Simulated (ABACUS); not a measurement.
Ta3AsAu2O13:

```
Ta As Au O
1.0
     5.45204    0.00000    0.00000
    -2.72602    4.72161    0.00000
     0.00000    0.00000    9.57902
Ta As Au O
3 1 2 13
Direct
  0.00000 0.00000 0.19408
  0.00000 0.00000 0.80592
  0.66667 0.33333 0.00000
  0.00000 0.00000 0.50000
  0.33333 0.66667 0.27428
  0.33333 0.66667 0.72572
  0.00000 0.00000 0.00000
  0.23947 0.97129 0.36402
  0.02871 0.26818 0.36402
  0.73182 0.76053 0.36402
  0.23947 0.97129 0.63598
  0.02871 0.26818 0.63598
  0.73182 0.76053 0.63598
  0.38452 0.33425 0.85844
  0.66575 0.05026 0.85844
  0.94974 0.61548 0.85844
  0.38452 0.33425 0.14156
  0.66575 0.05026 0.14156
  0.94974 0.61548 0.14156
```

The cell was built by a generator and needn't be a form met in nature.

Base run:

| Item | Value |
| --- | --- |
| Program | ABACUS 3.10.1 |
| Functional | LDA |
| Potentials or basis | PseudoDojo NC SR 0.4.1 PBE standard |
| Cutoff | 1361 eV |
| Density cutoff | 5442 eV |
| Basis | DZP LCAO (the cutoffs set its grid) |
| k mesh | 6 × 6 × 3 |
| Occupations | fermi-dirac, width 0.05 eV |
| Spin | no spin polarisation |

Its results: band gap on the k mesh none (metal or under the smearing width); pressure -7.4 GPa; largest force 0.485 eV/Å.

Problem. After a change of settings the same cell gave: band gap on the k mesh none (metal or under the smearing width); pressure -3.8 GPa; largest force 0.437 eV/Å. Which change was it?
A. functional from LDA to PBEsol
B. functional from LDA to PBE
C. functional from LDA to PBE; cutoff from 1361 eV to 1143 eV; density cutoff from 5442 eV to 4572 eV; basis from DZP LCAO (the cutoffs set its grid) to plane waves
D. functional from LDA to PBE; basis from DZP LCAO (the cutoffs set its grid) to TZDP LCAO (the cutoffs set its grid)

Solution. A.

PBEsol binds less tightly than LDA, so the same cell stands under more pressure.

Caveats: the atomic orbitals were generated for these runs and aren't a published set; the potentials were made for another functional, which shifts forces and pressure; the basis of atomic orbitals isn't converged, which shifts pressures, moduli and gaps.
